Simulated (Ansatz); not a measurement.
**ZrH2 (triplet): wave-function methods side by side at scale of all distances = 1.519, def2-SVP**

Aim: climb from Hartree-Fock through coupled cluster and multireference methods for ZrH2 (triplet) at one geometry and basis, and see what each rung misses.

The runs use Ansatz 0.2.0, Gaussian basis; def2-SVP, core rule «outside noble gas», up to 4 orbitals frozen.

The runs, in order: UHF; CCSD(T) on ROHF; CCSD(T) on UHF; CISD; CCSDT(Q) on ROHF; CCSDT(Q) on UHF; CASSCF and MRCISD+Q, 4 electrons in 4 orbitals; CASSCF and NEVPT2, 4 electrons in 4 orbitals; CASSCF and MRCISD+Q, 6 electrons in 8 orbitals; CASSCF and NEVPT2, 6 electrons in 8 orbitals; Full CI; Full CI in the symmetry of the determinant.

21 further runs of the same task are left out: 8 for a known fault of the program, 13 that didn't finish.

### 1 The system

The geometry derives from a PBE0/def2-TZVP stationary point (not a proven minimum). All distances are scaled together. No spin-orbit coupling is included. Elements past krypton take def2 core potentials.

3 atoms, charge 0, spin multiplicity 3.

Atoms are counted from 1 here; the program's logs count them from 0.

No contacts short enough for the rule that draws bonds.

### 2 UHF

Contents of in.yaml:

```yaml
crystal:
  periodic: [false, false, false]
  atoms:
    - {symbol: Zr, position_ang: [0.000000, 0.000000, 0.000000]}
    - {symbol: H, position_ang: [0.000000, 0.000000, -2.982253]}
    - {symbol: H, position_ang: [0.000000, 0.000000, 2.982253]}
basis:
  gaussian: {orbitals: def2-SVP}
magnetization: {spin_polarized: true, initial_magnetization: 2}
hamiltonian: {xc: hf}
output: {orbitals: {seedname: orbitals}}
```

Command:

```sh
$ ansatz run in.yaml --threads 1 --pin off --events-out ev --progress --plain --max-ram 2393MiB
```

After this run come: CCSD(T) on ROHF; CCSD(T) on UHF; CISD; CCSDT(Q) on ROHF; CCSDT(Q) on UHF; CASSCF and MRCISD+Q, 4 electrons in 4 orbitals; CASSCF and NEVPT2, 4 electrons in 4 orbitals; CASSCF and MRCISD+Q, 6 electrons in 8 orbitals; CASSCF and NEVPT2, 6 electrons in 8 orbitals; Full CI; Full CI in the symmetry of the determinant.

Before running them: what should the planned runs give, taken together? Wanted: FCI below the RHF energy; RMP2 from FCI; RCCSD from FCI; RCCSD(T) from FCI; RCCSDT(Q) from FCI; NEVPT2 pair from FCI; MRCISD+Q pair from FCI; NEVPT2 valence from FCI; T1 diagnostic.

As calculated:

| quantity | value |
| --- | --- |
| FCI below the RHF energy | -2.5342 eV |
| RMP2 from FCI | +93.6 kJ/mol |
| RCCSD from FCI | +13.1 kJ/mol |
| RCCSD(T) from FCI | +5.3 kJ/mol |
| RCCSDT(Q) from FCI | +0.2 kJ/mol |
| NEVPT2 pair from FCI | +66.5 kJ/mol |
| MRCISD+Q pair from FCI | -2.1 kJ/mol |
| NEVPT2 valence from FCI | +49.9 kJ/mol |
| levels within 1 kcal/mol (43 meV) | RCCSDT, RCCSDT(Q), MRCISD+Q pair, MRCISD+Q valence |
| T1 diagnostic | 0.054 |
| effectively unpaired electrons | 2.32 |

What this shows: RCCSD(T) misses by +5.3 kJ/mol, 2.2 % of the correlation energy. MRCISD+Q pair, MRCISD+Q valence fall below full CI: the +Q correction isn't variational, and the cores differ from full CI's. The occupations show some static correlation. Of the multireference levels listed MRCISD+Q valence comes nearest in total energy (-2.0 kJ/mol), which doesn't show that its space is the better one. Coupled cluster took another determinant than the lowest Hartree-Fock one. These misses are within one basis, not against nature.
